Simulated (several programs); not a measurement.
A 7-atom cell of Bi4Te3 started from a crystallographic database, relaxed with r2SCAN+rVV10 in Ansatz, was computed with several methods. The symmetry is R-3m (No. 166, trigonal); conventional cell a = 4.450 Å, c = 42.647 Å, 34.83 Å³ an atom. Bi has 6 Te at 3.08–3.26 Å; Bi has 3 Bi at 3.05 Å; Te has 6 Bi at 3.26 Å; Te has 3 Bi at 3.08 Å. The values are computed, spin-unpolarised.

```yaml
crystal:
  lattice:
    - [2.22513, 1.28468, 14.21551]
    - [-2.22513, 1.28468, 14.21551]
    - [0.00000, -2.56936, 14.21551]
  atoms:
    - { symbol: Bi, position: [0.71366, 0.71366, 0.71366] }
    - { symbol: Bi, position: [0.28634, 0.28634, 0.28634] }
    - { symbol: Bi, position: [0.14742, 0.14742, 0.14742] }
    - { symbol: Bi, position: [0.85258, 0.85258, 0.85258] }
    - { symbol: Te, position: [0.00000, 0.00000, 0.00000] }
    - { symbol: Te, position: [0.42002, 0.42002, 0.42002] }
    - { symbol: Te, position: [0.57998, 0.57998, 0.57998] }
```

Gaps and times are for a single point on this cell; volume and bulk modulus come from each method's own relaxation or energy curve at fixed shape, which is too stiff where a cell has free coordinates or axes. Times are rough, from shared hosts (AMD EPYC 7R13 Processor; Arm Neoverse V1; NVIDIA H100 80GB HBM3), and each method has its own mesh and cell size. A double dagger marks a value from a curve with shape and coordinates held. A star marks a curve whose lowest point is an end point. Gaps from k meshes are read at a limited set of points (mesh, symmetry points, PBE's band edges), so each method's own least gap may be somewhat smaller. Minimal bases can be far off for gaps. Times of the plane-wave ladder aren't listed, since it ran on unlike processors and cards. Curves at held shape can't give the bulk modulus of a layered or molecular crystal, so none is listed. d marks a direct gap, i an indirect one (no mark: not told apart), a dash a value that wasn't computed or didn't pass its checks.

```
                              method              kind      gap (eV)  own volume (Å³/atom)  bulk modulus (GPa)  atoms computed  processor time
                          PBE-D3(BJ)         semilocal             –                 33.86                   –               7               –
                        r2SCAN+rVV10         semilocal             –                 34.83                   –               7               –
                              PBE-D4         semilocal             –                 33.85                   –               7               –
light PBE (260 eV and a coarse mesh)  light plane-wave  overlap 0.01                     –                   –               7           8.3 s
                                 PBE         semilocal             0                     –                   –               7               –
                                 LDA         semilocal             0                     –                   –               7               –
                              r2SCAN         semilocal        0.02 i                     –                   –               7               –
                               HSE06            hybrid        0.02 i                     –                   –               7               –
                      PBE/SZV (CP2K)       small basis        0.06 i               38.65*‡                   –               7         3.2 min
                     PBE/DZVP (CP2K)       small basis          0.01                36.32‡                   –               7         4.8 min
                             PBE+SOC         semilocal  overlap 0.10                     –                   –               7               –
                                PBE0            hybrid        0.93 i                     –                   –               7               –
```

Problem. How far from the measured values lie the methods that can be set against them?

Solution.
- Volume, measured 34.22 Å³ an atom: PBE-D3(BJ) -1.1 %, r2SCAN+rVV10 +1.8 %, PBE-D4 -1.1 %.
The calculations are for a static lattice; samples hold vibrations, temperature and, in optical gaps, excitons. A measured value is shown where most reports agree with it, and only for the quantities listed. Sources: 34.22 Å³ an atom (from the lattice constants; a, hexagonal setting; “Bulk and surface electronic structure of Bi4Te3 from GW calculations and photoemission experiments”; literature value quoted in supplement; temperature not stated; 2022; arxiv:2204.08856).

Only the rows marked +SOC include spin-orbit coupling.
